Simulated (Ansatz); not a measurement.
Here is an Ansatz 0.2.0 calculation.

The input input.yaml:

```yaml
crystal:
  lattice:
    - [0.0, 2.31, 2.31]
    - [2.31, 0.0, 2.31]
    - [2.31, 2.31, 0.0]
  atoms:
    - { symbol: Hf, position: [0.5, 0.5, 0.5] }
    - { symbol: B, position: [0.0, 0.0, 0.0] }
hamiltonian:
  xc: pbe
  pseudopotentials: { kind: paw }
kpoints:
  mp_grid: { grid: [10, 10, 10] }
scf:
  occupations: { method: fermi_dirac, width: 0.05 }
output:
  forces: true
  stress: true
  eigenvalues: true
  write_density: true
  write_potential: true
  elf: true
  volumetric_format: npy
```

Potentials or basis: Ansatz PAW.

The run is started by

```sh
$ ansatz run input.yaml --threads 1 --pin off --max-ram 2560MiB --backend cpu --events-out ev --progress --plain --runs-dir out
```

(1) What does it give for the pressure?

(2) What does it give for the band gap on the k mesh?

Answers

(1) 29.6 GPa.

(2) none (metal or under the smearing width).

Caveat: a pressure of tens of GPa on the cell as given is suspect, and the run, the potentials or the cell itself is likely at fault.
